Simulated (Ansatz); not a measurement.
# CH₅FGeSe: small, medium and large basis sets

How large a basis does CH₅FGeSe need? Two functionals are run in growing sets.

The runs use Ansatz 0.2.0, Gaussian basis; one geometry, several basis sets.

Levels to be run: PBE0-D4/def2-SVP; ωB97M-V/def2-SVP; PBE0-D4/def2-QZVPP; ωB97M-V/def2-QZVPP; the functionals' def2-TZVPP values are taken from earlier runs.

## Step 1: The relaxed structure

All runs share one geometry, relaxed beforehand with PBE0-D4 in a triple-zeta def2 set.

SMILES `[CH3][GeH]([F])[SeH]`, 9 atoms, charge 0, spin multiplicity 1.

Atoms are counted from 1 here; the program's logs count them from 0.

Bond lengths: C1–Ge2 1.935 Å, C1–H5 1.090 Å, C1–H6 1.090 Å, C1–H7 1.091 Å, Ge2–F3 1.746 Å, Ge2–Se4 2.341 Å, Ge2–H8 1.535 Å, Se4–H9 1.469 Å. Angles: Ge2–C1–H5 110.1°, Ge2–C1–H6 109.5°, Ge2–C1–H7 109.4°, H5–C1–H6 109.2°, H5–C1–H7 109.5°, H6–C1–H7 109.0°, C1–Ge2–F3 105.5°, C1–Ge2–Se4 113.1°, C1–Ge2–H8 116.4°, F3–Ge2–Se4 108.8°, F3–Ge2–H8 105.5°, Se4–Ge2–H8 107.0°, Ge2–Se4–H9 92.4°.

Coordinates:

```mol
CH5FGeSe
  3D, bonds by distance, orders not assigned

  9  8  0  0  0  0  0  0  0  0999 V2000
    0.0264    0.6243   -1.0578 C   0  0
    0.3726   -0.7287    0.2813 Ge  0  0
    1.9052   -0.2942    0.9970 F   0  0
   -1.2542   -0.7966    1.9628 Se  0  0
   -0.9112    0.4114   -1.5717 H   0  0
   -0.0398    1.6019   -0.5796 H   0  0
    0.8436    0.6366   -1.7801 H   0  0
    0.5510   -2.1655   -0.2300 H   0  0
   -1.4053    0.6645    1.9608 H   0  0
  1  2  8  0
  2  3  8  0
  2  4  8  0
  1  5  8  0
  1  6  8  0
  1  7  8  0
  2  8  8  0
  4  9  8  0
M  END
```

## Step 2: PBE0-D4 in def2-SVP

Input file in.yaml:

```yaml
crystal:
  periodic: [false, false, false]
  atoms:
    - {symbol: C, position_ang: [0.026442, 0.624333, -1.057753]}
    - {symbol: Ge, position_ang: [0.372631, -0.728714, 0.281272]}
    - {symbol: F, position_ang: [1.905238, -0.294190, 0.997040]}
    - {symbol: Se, position_ang: [-1.254155, -0.796588, 1.962841]}
    - {symbol: H, position_ang: [-0.911182, 0.411406, -1.571680]}
    - {symbol: H, position_ang: [-0.039811, 1.601857, -0.579592]}
    - {symbol: H, position_ang: [0.843612, 0.636632, -1.780079]}
    - {symbol: H, position_ang: [0.551032, -2.165480, -0.229985]}
    - {symbol: H, position_ang: [-1.405307, 0.664544, 1.960837]}
basis:
  gaussian: {orbitals: def2-SVP}
hamiltonian: {xc: pbe0, dispersion: d4}
output: {orbitals: {seedname: orbitals}}
```

After this run come: ωB97M-V in def2-SVP; PBE0-D4 in def2-QZVPP; ωB97M-V in def2-QZVPP.

**Question.** What will the summary of the whole plan be? Wanted: PBE0-D4: double and triple zeta above quadruple; ωB97M-V: double and triple zeta above quadruple.

The runs gave:

| quantity | value |
| --- | --- |
| PBE0-D4: double and triple zeta above quadruple | 22.69, 2.83 eV |
| ωB97M-V: double and triple zeta above quadruple | 22.72, 2.74 eV |

**Reading.** PBE0-D4 gains 19.86 eV from double to triple zeta, then 2.83 eV more. These are total energies; as a rule much of such shifts cancels in differences, which this series doesn't test. The LUMO of ωB97M-V is positive and keeps falling with the basis (2.21 to 1.40 eV): an unbound level that the basis holds in place.
